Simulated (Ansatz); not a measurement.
# RbGaH2: the cost of one run

All numbers below are computed with Ansatz 0.2.0 (DFT PBE, plane waves, PAW, scalar-relativistic, no spin polarisation).

## (1) The starting structure

The cell holds 32 atoms (Ga8H16Rb8): a = 8.698 Å, b = 8.698 Å, c = 9.547 Å, α = 90.00°, β = 90.00°, γ = 117.94°.

The coordinates stand in the first input below.

## (2) Run 1

190 steps of 0.5 fs under a Nosé-Hoover thermostat at 500 K.

File input.yaml:

```yaml
accuracy: low
crystal:
  lattice:
    - [-7.4536, -4.4838, 0.0]
    - [7.4536, -4.4838, 0.0]
    - [0.0, 0.0, 9.5466]
  atoms:
    - { symbol: Rb, position: [0.1836, 0.5664, 0.1734] }
    - { symbol: Rb, position: [0.0664, 0.1836, 0.6734] }
    - { symbol: Rb, position: [0.9336, 0.8164, 0.3266] }
    - { symbol: Rb, position: [0.8164, 0.4336, 0.8266] }
    - { symbol: Ga, position: [0.15675, 0.59325, 0.5351] }
    - { symbol: Ga, position: [0.09325, 0.15675, 0.0351] }
    - { symbol: Ga, position: [0.90675, 0.84325, 0.9649] }
    - { symbol: Ga, position: [0.84325, 0.40675, 0.4649] }
    - { symbol: H, position: [0.26355, 0.48645, 0.4822] }
    - { symbol: H, position: [0.98645, 0.26355, 0.9822] }
    - { symbol: H, position: [0.01355, 0.73645, 0.0178] }
    - { symbol: H, position: [0.73645, 0.51355, 0.5178] }
    - { symbol: H, position: [0.0728, 0.1772, 0.2056] }
    - { symbol: H, position: [0.1772, 0.5728, 0.7056] }
    - { symbol: H, position: [0.8228, 0.4272, 0.2944] }
    - { symbol: H, position: [0.9272, 0.8228, 0.7944] }
    - { symbol: Rb, position: [0.6836, 0.0664, 0.1734] }
    - { symbol: Rb, position: [0.5664, 0.6836, 0.6734] }
    - { symbol: Rb, position: [0.4336, 0.3164, 0.3266] }
    - { symbol: Rb, position: [0.3164, 0.9336, 0.8266] }
    - { symbol: Ga, position: [0.65675, 0.09325, 0.5351] }
    - { symbol: Ga, position: [0.59325, 0.65675, 0.0351] }
    - { symbol: Ga, position: [0.40675, 0.34325, 0.9649] }
    - { symbol: Ga, position: [0.34325, 0.90675, 0.4649] }
    - { symbol: H, position: [0.76355, 0.98645, 0.4822] }
    - { symbol: H, position: [0.48645, 0.76355, 0.9822] }
    - { symbol: H, position: [0.51355, 0.23645, 0.0178] }
    - { symbol: H, position: [0.23645, 0.01355, 0.5178] }
    - { symbol: H, position: [0.5728, 0.6772, 0.2056] }
    - { symbol: H, position: [0.6772, 0.0728, 0.7056] }
    - { symbol: H, position: [0.3228, 0.9272, 0.2944] }
    - { symbol: H, position: [0.4272, 0.3228, 0.7944] }
basis:
  ecutwfc: 420.0
kpoints:
  mp_grid: { grid: [2, 2, 1] }
hamiltonian:
  xc: pbe
scf:
  occupations: { method: fermi_dirac, width: 0.05 }
  lower_state_search: "off"
md:
  timestep: 0.5
  n_steps: 190
  ensemble: nvt_nose_hoover
  temperature: 500.0
  initial_velocities: maxwell_boltzmann
  seed: 812630
  nose_hoover: { tau: 50.0, chain_length: 1 }
```

Run with:

```console
$ ansatz run input.yaml --threads 2 --pin off --max-ram 5120MiB --backend cpu --events-out ev --progress --plain --runs-dir out
```

**Question.** How long does this run take on 2 threads of Arm Neoverse V1, shared host, and how much memory does it need?

About 21 min, with a peak of 1.4 GiB.
